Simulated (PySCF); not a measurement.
# C24H16BNO2: the cost of one run

Programs: PySCF 2.14.0, with routines of our own; each step states its level. All values are computed. Atoms count from 0.

## 1. The system as given

44 atoms, charge 0, multiplicity 1; geometry from: GFN2-xTB.

## 2. Electronic excitations: TDDFT HF/pcSseg-0

The job: settings as JSON, then the geometry in Å.

```
{"job": {"kind": "uv", "basis": "pcSseg-0", "grid": 2, "kgrid": 0, "vcut": 0.6, "nstates": 1, "ntriplets": 0, "tda": false, "delta": [], "pop": false, "xc": "HF"}, "charge": 0, "multiplicity": 1}
O      5.249264    -0.820106    -3.596136
C      4.062313    -0.172035    -3.408853
C      3.737612     0.861665    -4.289309
C      2.565367     1.555035    -4.114638
C      1.693247     1.223869    -3.074058
C      1.973685     0.162958    -2.195693
C      3.191868    -0.501213    -2.388042
B      0.921320    -0.133365    -1.096752
C      0.781108    -1.298280    -0.097276
C      1.506310    -2.495979    -0.150496
C      1.380981    -3.486105     0.796373
C      0.502209    -3.303788     1.857716
C     -0.263563    -2.164491     1.929773
C     -0.160855    -1.164315     0.950765
N     -1.007557    -0.074159     1.032789
C     -1.881918     0.026485     2.156566
C     -1.463631     0.708589     3.290965
C     -2.316133     0.827238     4.374915
C     -3.582970     0.269898     4.326915
C     -3.997709    -0.413643     3.195436
C     -3.150529    -0.537638     2.108967
C     -1.103742     0.905878     0.068185
C     -2.104735     1.878178     0.128219
C     -2.189755     2.842867    -0.857536
C     -1.289161     2.882493    -1.905999
C     -0.277690     1.929967    -1.956897
C     -0.167990     0.920762    -0.986590
O      0.589026     2.016569    -2.992378
H      5.352694    -1.505966    -2.925869
H      4.425487     1.106266    -5.082451
H      2.301666     2.373435    -4.766361
H      3.472938    -1.285605    -1.699735
H      2.170718    -2.656321    -0.984586
H      1.957892    -4.396195     0.720779
H      0.400000    -4.065658     2.617062
H     -0.963168    -2.049942     2.744442
H     -0.474053     1.140381     3.313638
H     -1.991212     1.356734     5.258043
H     -4.250034     0.370638     5.169919
H     -4.984238    -0.850767     3.157862
H     -3.461401    -1.064963     1.219159
H     -2.822421     1.878710     0.933943
H     -2.977155     3.580256    -0.804459
H     -1.350783     3.638054    -2.672867
```

Level: TDDFT HF/pcSseg-0, vertical, gas phase, core orbitals frozen in the response, virtual orbitals cut by energy.

Run with:

```bash
$ OMP_NUM_THREADS=2 python large_run.py task.json out
```

The driver reads the jobs from task.json and runs them one after another.

Q: Estimate the wall time and peak memory of this first job on 2 threads of AMD EPYC 9R45, shared host.

About 10 s, with a peak of 0.9 GiB.
